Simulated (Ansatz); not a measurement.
# CH7BO2SiTe: one species, many methods

One table from this session's results is given with a row withheld; the runs are named, their logs left out.

The runs use Ansatz 0.2.0, Gaussian basis; functionals in def2-TZVPP, the program's frozen cores in correlated methods.

The runs, in order: PBE-D4, r2SCAN-D4, PBE0-D4, B3LYP-D4, ωB97X-V, ωB97M-V, B2PLYP; CCSD(T)/def2-TZVPP; MP2/def2-QZVPP; extrapolation to the limit.

## The geometry

The geometry comes from an earlier relaxation with PBE0-D4 in a triple-zeta def2 set; it is a stationary point, not always the lowest conformer. Te takes the def2 core potential; no spin-orbit term is included.

SMILES `C[SiH2][Te]B(O)O`, 13 atoms, charge 0, spin multiplicity 1.

Atoms are counted from 1 here; the program's logs count them from 0.

Bond lengths: C1–Si2 1.870 Å, C1–H7 1.092 Å, C1–H8 1.092 Å, C1–H9 1.093 Å, Si2–Te3 2.503 Å, Si2–H10 1.485 Å, Si2–H11 1.485 Å, Te3–B4 2.186 Å, B4–O5 1.355 Å, B4–O6 1.361 Å, O5–H12 0.964 Å, O6–H13 0.958 Å. Angles: Si2–C1–H7 111.0°, Si2–C1–H8 111.0°, Si2–C1–H9 110.0°, H7–C1–H8 108.4°, H7–C1–H9 108.2°, H8–C1–H9 108.2°, C1–Si2–Te3 107.5°, C1–Si2–H10 110.8°, C1–Si2–H11 110.8°, Te3–Si2–H10 109.3°, Te3–Si2–H11 109.3°, H10–Si2–H11 109.1°, Si2–Te3–B4 93.1°, Te3–B4–O5 118.4°, Te3–B4–O6 122.4°, O5–B4–O6 119.3°, B4–O5–H12 112.2°, B4–O6–H13 114.9°.

Geometry (Å):

```csv
atom,x (Å),y (Å),z (Å)
C1,0.0118,-0.2806,-2.8007
Si2,0.3564,0.2828,-1.0514
Te3,-1.0480,-1.1117,0.4808
B4,-0.3077,-0.1023,2.2735
O5,0.6044,0.8886,2.1241
O6,-0.7303,-0.4348,3.5243
H7,-1.0425,-0.1493,-3.0527
H8,0.2681,-1.3342,-2.9293
H9,0.6074,0.3048,-3.5061
H10,-0.0012,1.7132,-0.8780
H11,1.7890,0.0957,-0.7098
H12,0.8683,1.2706,2.9684
H13,-1.3756,-1.1427,3.5571
```

The first run:

Contents of in.yaml:

```yaml
crystal:
  periodic: [false, false, false]
  atoms:
    - {symbol: C, position_ang: [0.011788, -0.280578, -2.800674]}
    - {symbol: Si, position_ang: [0.356366, 0.282761, -1.051422]}
    - {symbol: Te, position_ang: [-1.047963, -1.111683, 0.480779]}
    - {symbol: B, position_ang: [-0.307737, -0.102311, 2.273478]}
    - {symbol: O, position_ang: [0.604396, 0.888603, 2.124058]}
    - {symbol: O, position_ang: [-0.730298, -0.434827, 3.524255]}
    - {symbol: H, position_ang: [-1.042490, -0.149313, -3.052695]}
    - {symbol: H, position_ang: [0.268078, -1.334151, -2.929302]}
    - {symbol: H, position_ang: [0.607412, 0.304756, -3.506146]}
    - {symbol: H, position_ang: [-0.001236, 1.713196, -0.878034]}
    - {symbol: H, position_ang: [1.788982, 0.095685, -0.709791]}
    - {symbol: H, position_ang: [0.868261, 1.270586, 2.968430]}
    - {symbol: H, position_ang: [-1.375570, -1.142732, 3.557066]}
basis:
  gaussian: {orbitals: def2-TZVPP}
hamiltonian: {xc: pbe, dispersion: d4}
output: {forces: true, orbitals: {seedname: orbitals}}
```

Command:

```bash
$ ansatz run in.yaml --threads 2 --pin off --events-out ev --progress --plain --max-ram 31744MiB --backend cuda --devices 0, --max-vram 18GiB
```

Among the steps run: PBE-D4 (GGA); r2SCAN-D4 (meta-GGA); PBE0-D4 (hybrid); B3LYP-D4 (hybrid); ωB97X-V (range-separated); ωB97M-V (range-separated); B2PLYP (double hybrid); CCSD(T) in def2-TZVPP; MP2 in def2-QZVPP.

One table of the session follows, with a row left open; its other results are not shown here.

```
            method  atomisation energy (kJ/mol)
            PBE-D4                       4905.9
         r2SCAN-D4                       4849.5
           PBE0-D4                       4822.7
          B3LYP-D4                            ?
           ωB97X-V                       4839.9
           ωB97M-V                       4835.9
            B2PLYP                       4771.2
     HF/def2-TZVPP                       3529.9
    MP2/def2-TZVPP                       4805.0
   CCSD/def2-TZVPP                       4633.1
CCSD(T)/def2-TZVPP                       4707.9
           MP2/CBS                       4945.8
       CCSD(T)/CBS                       4848.8
```

Q: Estimate the row for B3LYP-D4 from the others.

**Answer.** atomisation energy (kJ/mol): 4819.6. In the column «atomisation energy (kJ/mol)» it lies between MP2/def2-TZVPP (4805.0) and PBE0-D4 (4822.7).

To keep in mind: Free atoms (1 C, 1 Si, 1 Te, 1 B, 2 O, 7 H) were run apart at each level; the atomisation energy is their sum less the molecule, without zero-point or spin-orbit terms.
